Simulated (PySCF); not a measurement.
# SiSb: a composite coupled-cluster curve

One table from this session's results is given with a row withheld; the runs are named, their logs left out.

Computed with PySCF 2.14.0. Level: CCSD(T) on ROHF, scalar-relativistic core potentials.

The first run:

```
molecule             : SiSb
state                : doublet, unpaired electrons π ↑
smaller basis        : Si aug-cc-pV(D+d)Z, Sb cc-pwCVDZ-PP with ECP28
larger basis         : Si aug-cc-pV(T+d)Z, Sb cc-pwCVTZ-PP with ECP28
frozen core orbitals : 9
extrapolation        : correlation as n⁻³ (n = 2, 3), Hartree–Fock as (n+1)·exp(−9√n)
corrections          : none
distances (Å)        : 2.1005, 2.1960, 2.2915, 2.3870, 2.4824, 2.6018, 2.7211
masses (u)           : 27.9769, 120.9038
dissociation limit   : Si + Sb
```

Command:

```sh
$ OMP_NUM_THREADS=4 python comp.py task.json out
```

One of the session's tables, all rows but one given; the rest of the session is left out.

It belongs to the step «Constants step by step». 

```
                 level  Re (Å)  ωe (cm⁻¹)  ωexe (cm⁻¹)  αe (cm⁻¹)  De (eV)
CCSD(T), smaller basis       ?          ?            ?          ?        ?
 CCSD(T), larger basis  2.3952      408.2         1.34   0.000537    2.684
                HF/CBS  2.3519      461.3         1.12   0.000450    0.734
               MP2/CBS  2.3690      433.8        0.953   0.000437    2.774
              CCSD/CBS  2.3668      435.2         1.25   0.000496    2.510
           CCSD(T)/CBS  2.3877      413.4         1.30   0.000528    2.835
```

Q: Estimate the row for CCSD(T), smaller basis from the others.

The run gave: Re (Å): 2.4201; ωe (cm⁻¹): 394.3; ωexe (cm⁻¹): 1.46; αe (cm⁻¹): 0.000564; De (eV): 2.267. In the column «Re (Å)» it is the highest.

An extrapolation from double and triple zeta is rough, so this isn't yet the limit.
